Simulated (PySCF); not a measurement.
# GeH9NSi2: core binding energies at several levels of theory, part 3 of 3

PySCF 2.14.0. Atoms count from 0. Earlier steps stand in the parts before.

## Step 8: X-ray photoelectron lines: SCAN, X2C

Job settings and geometry (Å):

```
{"job": {"kind": "xps", "basis": "def2-TZVP"}, "charge": 0, "multiplicity": 1}
N     -1.721460     0.994422    -0.401844
Si    -1.530815    -0.723207    -0.198008
Si     0.754795    -1.180722    -0.488471
Ge     1.934280     0.791919     0.142557
H     -1.401832     1.429549    -1.260791
H     -2.578307     1.434549    -0.082541
H     -2.360608    -1.595923    -1.099816
H     -1.936574    -1.044523     1.205357
H      1.078999    -1.525041    -1.910598
H      1.180651    -2.332647     0.368444
H      1.602270     1.168749     1.597812
H      3.461312     0.604873     0.024115
H      1.528803     1.967165    -0.768073
```

Level: delta-SCF UKS SCAN, def2-TZVP on the ionised atom, pcseg-1 elsewhere, spin-free X2C.

Log:

```text
ground state, core basis on atom 0 (N), 139 functions
  cycle   1  E = -2734.16893232  |g| = 4.84e-01
  cycle   2  E = -2734.06461619  |g| = 8.26e-01
  cycle   3  E = -2734.21853076  |g| = 6.81e-02
  cycle   4  E = -2734.21982366  |g| = 1.84e-02
  cycle   5  E = -2734.21994699  |g| = 5.18e-03
  cycle   6  E = -2734.21995896  |g| = 1.05e-03
  cycle   7  E = -2734.21995881  |g| = 2.17e-04
  E(ground) = -2734.41589715 Eh
hole in N 1s of atom 0
  cycle   1  E = -2718.64754199  |g| = 1.80e+00
  cycle   2  E = -2717.91020524  |g| = 1.88e+00
  cycle   3  E = -2719.23384166  |g| = 4.58e-01
  cycle   4  E = -2719.31953377  |g| = 1.14e-01
  cycle   5  E = -2719.32826171  |g| = 4.29e-02
  cycle   6  E = -2719.32963334  |g| = 5.19e-03
  cycle   7  E = -2719.32966052  |g| = 2.32e-03
  cycle   8  E = -2719.32966777  |g| = 8.84e-04
  cycle   9  E = -2719.32966850  |g| = 4.58e-04
  E(ion) = -2719.52438333 Eh   <S^2> = 0.7636   hole on atom = 1.000   binding energy = 405.219 eV
ground state, core basis on atom 1 (Si), 141 functions
  cycle   1  E = -2734.23550147  |g| = 4.54e-02
  cycle   2  E = -2734.23551096  |g| = 3.33e-02
  cycle   3  E = -2734.23567119  |g| = 7.95e-03
  cycle   4  E = -2734.23568657  |g| = 1.86e-03
  cycle   5  E = -2734.23569200  |g| = 7.46e-04
  cycle   6  E = -2734.23568915  |g| = 1.23e-04
  E(ground) = -2734.39169204 Eh
hole in Si 1s of atom 1
  cycle   1  E = -2665.28510854  |g| = 2.95e+00
  cycle   2  E = -2665.04797847  |g| = 1.83e+00
  cycle   3  E = -2665.78974694  |g| = 7.33e-01
  cycle   4  E = -2666.20899817  |g| = 1.88e-01
  cycle   5  E = -2666.22472652  |g| = 1.19e-01
  cycle   6  E = -2666.23161857  |g| = 2.11e-02
  cycle   7  E = -2666.23184714  |g| = 6.81e-03
  cycle   8  E = -2666.23188192  |g| = 1.32e-03
  cycle   9  E = -2666.23188511  |g| = 4.78e-04
  E(ion) = -2666.39613034 Eh   <S^2> = 0.7520   hole on atom = 1.000   binding energy = 1850.253 eV
hole in Si 2p of atom 1
  cycle   1  E = -2729.96156792  |g| = 1.18e+00
  cycle   2  E = -2729.63989659  |g| = 1.14e+00
  cycle   3  E = -2730.20909392  |g| = 3.23e-01
  cycle   4  E = -2730.28322300  |g| = 1.10e-01
  cycle   5  E = -2730.28732179  |g| = 6.85e-02
  cycle   6  E = -2730.28977312  |g| = 9.39e-03
  cycle   7  E = -2730.28982890  |g| = 1.83e-03
  cycle   8  E = -2730.28983412  |g| = 5.32e-04
  cycle   9  E = -2730.28983401  |g| = 1.87e-04
  E(ion) = -2730.45841180 Eh   <S^2> = 0.7520   hole on atom = 1.003   binding energy = 107.030 eV
  2p3/2 = 106.843 eV   2p1/2 = 107.454 eV
ground state, core basis on atom 2 (Si), 141 functions
  cycle   1  E = -2734.22963401  |g| = 3.94e-02
  cycle   2  E = -2734.22968967  |g| = 2.28e-02
  cycle   3  E = -2734.22977595  |g| = 7.62e-03
  cycle   4  E = -2734.22979072  |g| = 1.23e-03
  cycle   5  E = -2734.22979334  |g| = 4.27e-04
  E(ground) = -2734.38587545 Eh
hole in Si 1s of atom 2
  cycle   1  E = -2665.28894086  |g| = 2.95e+00
  cycle   2  E = -2664.76410230  |g| = 1.94e+00
  cycle   3  E = -2665.59400879  |g| = 9.07e-01
  cycle   4  E = -2666.22152810  |g| = 2.32e-01
  cycle   5  E = -2666.23702537  |g| = 1.49e-01
  cycle   6  E = -2666.24930167  |g| = 1.72e-02
  cycle   7  E = -2666.24948134  |g| = 4.10e-03
  cycle   8  E = -2666.24949681  |g| = 1.39e-03
  cycle   9  E = -2666.24949989  |g| = 7.16e-04
  cycle  10  E = -2666.24950039  |g| = 3.29e-04
  E(ion) = -2666.41384730 Eh   <S^2> = 0.7525   hole on atom = 1.000   binding energy = 1849.613 eV
hole in Si 2p of atom 2
  cycle   1  E = -2729.96270445  |g| = 1.18e+00
  cycle   2  E = -2729.69861116  |g| = 1.09e+00
  cycle   3  E = -2730.23586475  |g| = 2.79e-01
  cycle   4  E = -2730.29593072  |g| = 9.35e-02
  cycle   5  E = -2730.29923560  |g| = 5.87e-02
  cycle   6  E = -2730.30102355  |g| = 3.68e-03
  cycle   7  E = -2730.30103370  |g| = 1.69e-03
  cycle   8  E = -2730.30103420  |g| = 5.81e-04
  cycle   9  E = -2730.30103477  |g| = 1.67e-04
  E(ion) = -2730.47010384 Eh   <S^2> = 0.7524   hole on atom = 1.003   binding energy = 106.554 eV
  2p3/2 = 106.359 eV   2p1/2 = 106.970 eV
```

Wall time 31 s (1 thread of Intel Xeon Platinum 8259CL at 2.50GHz, shared host); peak memory 0.48 GiB.

Binding energies by hole, beside the orbital energy of the ground state; the difference holds orbital relaxation and, for a density functional, its self-interaction error:

```tsv
hole	stands for	environment	ΔSCF (eV; 2p as the shell's mean)	−ε (eV)	⟨S²⟩
N1s on N0	N0	nitrogen bonded to Si, 2 H	405.22	385.6	0.764
Si1s on Si1	Si1	silicon bonded to N, Si, 2 H	1850.25	1794.5	0.752
Si2p on Si1	Si1	silicon bonded to N, Si, 2 H	107.05	96.4	0.752
Si1s on Si2	Si2	silicon bonded to Ge, Si, 2 H	1849.61	1794.2	0.753
Si2p on Si2	Si2	silicon bonded to Ge, Si, 2 H	106.56	96.2	0.752
```

With the spin-orbit splitting: Si1 2p3/2 106.84, 2p1/2 107.45 eV; Si2 2p3/2 106.36, 2p1/2 106.97 eV. The table gives each 2p level as the mean over the whole 2p shell (two parts 2p3/2, one part 2p1/2), which differs a little from the single hole in the log.

## Step 9: X-ray photoelectron lines: SCAN, non-relativistic

Settings changed since step 8:

```diff
@@ -1,2 +1,2 @@
-{"job": {"kind": "xps", "basis": "def2-TZVP"}, "charge": 0, "multiplicity": 1}
+{"job": {"kind": "xps", "x2c": false}, "charge": 0, "multiplicity": 1}
 N     -1.721460     0.994422    -0.401844
```

Method: delta-SCF UKS SCAN, pcX-2 on the ionised atom, pcseg-1 elsewhere, non-relativistic.

Log:

```text
ground state, core basis on atom 0 (N), 153 functions
  cycle   1  E = -2715.81236987  |g| = 4.98e-01
  cycle   2  E = -2715.71132495  |g| = 8.30e-01
  cycle   3  E = -2715.86335920  |g| = 8.50e-02
  cycle   4  E = -2715.86506055  |g| = 2.49e-02
  cycle   5  E = -2715.86525675  |g| = 6.53e-03
  cycle   6  E = -2715.86527523  |g| = 1.80e-03
  cycle   7  E = -2715.86527267  |g| = 3.04e-04
  E(ground) = -2716.05924473 Eh
hole in N 1s of atom 0
  cycle   1  E = -2700.29925836  |g| = 1.85e+00
  cycle   2  E = -2699.50166001  |g| = 2.09e+00
  cycle   3  E = -2700.93505040  |g| = 3.93e-01
  cycle   4  E = -2700.99092689  |g| = 1.23e-01
  cycle   5  E = -2701.00116821  |g| = 4.08e-02
  cycle   6  E = -2701.00243125  |g| = 5.71e-03
  cycle   7  E = -2701.00246033  |g| = 2.36e-03
  cycle   8  E = -2701.00246645  |g| = 1.02e-03
  cycle   9  E = -2701.00246632  |g| = 5.08e-04
  cycle  10  E = -2701.00246561  |g| = 6.54e-05
  E(ion) = -2701.19540894 Eh   <S^2> = 0.7648   hole on atom = 1.000   binding energy = 404.466 eV
ground state, core basis on atom 1 (Si), 164 functions
  cycle   1  E = -2715.89111833  |g| = 2.68e-02
  cycle   2  E = -2715.89110955  |g| = 1.87e-02
  cycle   3  E = -2715.89116699  |g| = 9.89e-03
  cycle   4  E = -2715.89119282  |g| = 3.05e-03
  cycle   5  E = -2715.89119442  |g| = 4.36e-04
  E(ground) = -2716.04628716 Eh
hole in Si 1s of atom 1
  cycle   1  E = -2647.12776683  |g| = 4.32e+00
  cycle   2  E = -2646.93788948  |g| = 2.23e+00
  cycle   3  E = -2647.61768580  |g| = 8.75e-01
  cycle   4  E = -2648.13162697  |g| = 3.00e-01
  cycle   5  E = -2648.18082556  |g| = 1.32e-01
  cycle   6  E = -2648.18810949  |g| = 5.10e-02
  cycle   7  E = -2648.18931360  |g| = 1.16e-02
  cycle   8  E = -2648.18941078  |g| = 2.71e-03
  cycle   9  E = -2648.18941538  |g| = 7.48e-04
  cycle  10  E = -2648.18941575  |g| = 2.41e-04
  E(ion) = -2648.35162939 Eh   <S^2> = 0.7523   hole on atom = 1.000   binding energy = 1842.065 eV
hole in Si 2p of atom 1
  cycle   1  E = -2711.62013149  |g| = 1.23e+00
  cycle   2  E = -2711.32054206  |g| = 1.20e+00
  cycle   3  E = -2711.88651912  |g| = 3.02e-01
  cycle   4  E = -2711.94626828  |g| = 1.17e-01
  cycle   5  E = -2711.95112698  |g| = 6.91e-02
  cycle   6  E = -2711.95357016  |g| = 9.50e-03
  cycle   7  E = -2711.95362385  |g| = 3.24e-03
  cycle   8  E = -2711.95363263  |g| = 5.40e-04
  cycle   9  E = -2711.95363401  |g| = 2.20e-04
  E(ion) = -2712.12031858 Eh   <S^2> = 0.7522   hole on atom = 1.003   binding energy = 106.831 eV
  2p3/2 = 106.641 eV   2p1/2 = 107.258 eV
ground state, core basis on atom 2 (Si), 164 functions
  cycle   1  E = -2715.88503815  |g| = 2.78e-02
  cycle   2  E = -2715.88505743  |g| = 1.76e-02
  cycle   3  E = -2715.88514345  |g| = 7.91e-03
  cycle   4  E = -2715.88515798  |g| = 2.74e-03
  cycle   5  E = -2715.88516010  |g| = 5.32e-04
  cycle   6  E = -2715.88516094  |g| = 8.73e-05
  E(ground) = -2716.04029812 Eh
hole in Si 1s of atom 2
  cycle   1  E = -2647.13226929  |g| = 4.32e+00
  cycle   2  E = -2647.05025292  |g| = 2.19e+00
  cycle   3  E = -2647.67466044  |g| = 8.37e-01
  cycle   4  E = -2648.14072554  |g| = 3.16e-01
  cycle   5  E = -2648.19975924  |g| = 1.27e-01
  cycle   6  E = -2648.20629125  |g| = 4.48e-02
  cycle   7  E = -2648.20726389  |g| = 6.57e-03
  cycle   8  E = -2648.20729195  |g| = 3.02e-03
  cycle   9  E = -2648.20729758  |g| = 7.09e-04
  cycle  10  E = -2648.20730076  |g| = 2.36e-04
  E(ion) = -2648.36959777 Eh   <S^2> = 0.7527   hole on atom = 1.000   binding energy = 1841.414 eV
hole in Si 2p of atom 2
  cycle   1  E = -2711.62237502  |g| = 1.23e+00
  cycle   2  E = -2711.38549899  |g| = 1.16e+00
  cycle   3  E = -2711.91471986  |g| = 2.53e-01
  cycle   4  E = -2711.95976095  |g| = 9.95e-02
  cycle   5  E = -2711.96418562  |g| = 5.51e-02
  cycle   6  E = -2711.96570766  |g| = 5.62e-03
  cycle   7  E = -2711.96572226  |g| = 2.15e-03
  cycle   8  E = -2711.96572346  |g| = 5.71e-04
  cycle   9  E = -2711.96572686  |g| = 2.05e-04
  E(ion) = -2712.13248256 Eh   <S^2> = 0.7525   hole on atom = 1.002   binding energy = 106.337 eV
  2p3/2 = 106.142 eV   2p1/2 = 106.758 eV
```

Run time: 33 s. Hardware: 1 thread of Intel Xeon Platinum 8259CL at 2.50GHz, shared host; peak memory 0.54 GiB.

Binding energies by hole, beside the orbital energy of the ground state; the difference holds orbital relaxation and, for a density functional, its self-interaction error:

```tsv
hole	stands for	environment	ΔSCF (eV; 2p as the shell's mean)	−ε (eV)	⟨S²⟩
N1s on N0	N0	nitrogen bonded to Si, 2 H	404.47	385.5	0.765
Si1s on Si1	Si1	silicon bonded to N, Si, 2 H	1842.07	1789.3	0.752
Si2p on Si1	Si1	silicon bonded to N, Si, 2 H	106.85	96.3	0.752
Si1s on Si2	Si2	silicon bonded to Ge, Si, 2 H	1841.41	1789.1	0.753
Si2p on Si2	Si2	silicon bonded to Ge, Si, 2 H	106.35	96.1	0.753
```

With the spin-orbit splitting: Si1 2p3/2 106.64, 2p1/2 107.26 eV; Si2 2p3/2 106.14, 2p1/2 106.76 eV. The table gives each 2p level as the mean over the whole 2p shell (two parts 2p3/2, one part 2p1/2), which differs a little from the single hole in the log.

## Step 10: What came out

What follows sums up all 3 parts.

```
                                           quantity                        value
                  Si1s binding energies, SCAN/pcX-2  Si1 1846.41, Si2 1845.77 eV
                  Si2p binding energies, SCAN/pcX-2    Si1 106.80, Si2 106.30 eV
                   N1s binding energies, SCAN/pcX-2                 N0 404.67 eV
                 Si1s binding energies, B3LYP/pcX-2  Si1 1845.05, Si2 1844.35 eV
                 Si2p binding energies, B3LYP/pcX-2    Si1 106.77, Si2 106.21 eV
                  N1s binding energies, B3LYP/pcX-2                 N0 404.59 eV
                  Si1s binding energies, PBE0/pcX-2  Si1 1844.24, Si2 1843.57 eV
                  Si2p binding energies, PBE0/pcX-2    Si1 106.46, Si2 105.93 eV
                   N1s binding energies, PBE0/pcX-2                 N0 404.11 eV
                   Si1s binding energies, PBE/pcX-2  Si1 1843.07, Si2 1842.45 eV
                   Si2p binding energies, PBE/pcX-2    Si1 106.12, Si2 105.62 eV
                    N1s binding energies, PBE/pcX-2                 N0 403.78 eV
                    Si1s binding energies, HF/pcX-2  Si1 1847.33, Si2 1846.53 eV
                    Si2p binding energies, HF/pcX-2    Si1 106.29, Si2 105.67 eV
                     N1s binding energies, HF/pcX-2                 N0 404.30 eV
                  Si1s binding energies, SCAN/pcX-1  Si1 1846.49, Si2 1845.78 eV
                  Si2p binding energies, SCAN/pcX-1    Si1 106.98, Si2 106.41 eV
                   N1s binding energies, SCAN/pcX-1                 N0 404.70 eV
              Si1s binding energies, SCAN/def2-TZVP  Si1 1850.25, Si2 1849.61 eV
              Si2p binding energies, SCAN/def2-TZVP    Si1 107.05, Si2 106.56 eV
               N1s binding energies, SCAN/def2-TZVP                 N0 405.22 eV
Si1s binding energies, SCAN/pcX-2, non-relativistic  Si1 1842.07, Si2 1841.41 eV
Si2p binding energies, SCAN/pcX-2, non-relativistic    Si1 106.85, Si2 106.35 eV
 N1s binding energies, SCAN/pcX-2, non-relativistic                 N0 404.47 eV
```

What this shows: Single values in the summary come from the first sound run of each kind (SCAN/pcX-2), which need not be the best level. At PBE/pcX-2: Si1 (silicon bonded to N, Si, 2 H) binds its Si1s electron 0.62 eV more tightly than Si2 (silicon bonded to Ge, Si, 2 H). At PBE/pcX-2: The Si2p levels kept as sound span 0.50 eV, from Si2 (silicon bonded to Ge, Si, 2 H) up to Si1 (silicon bonded to N, Si, 2 H). At HF/pcX-2: Si1 (silicon bonded to N, Si, 2 H) binds its Si2p electron 0.62 eV more tightly than Si2 (silicon bonded to Ge, Si, 2 H). At SCAN/pcX-1: The Si2p levels kept as sound span 0.56 eV, from Si2 (silicon bonded to Ge, Si, 2 H) up to Si1 (silicon bonded to N, Si, 2 H).
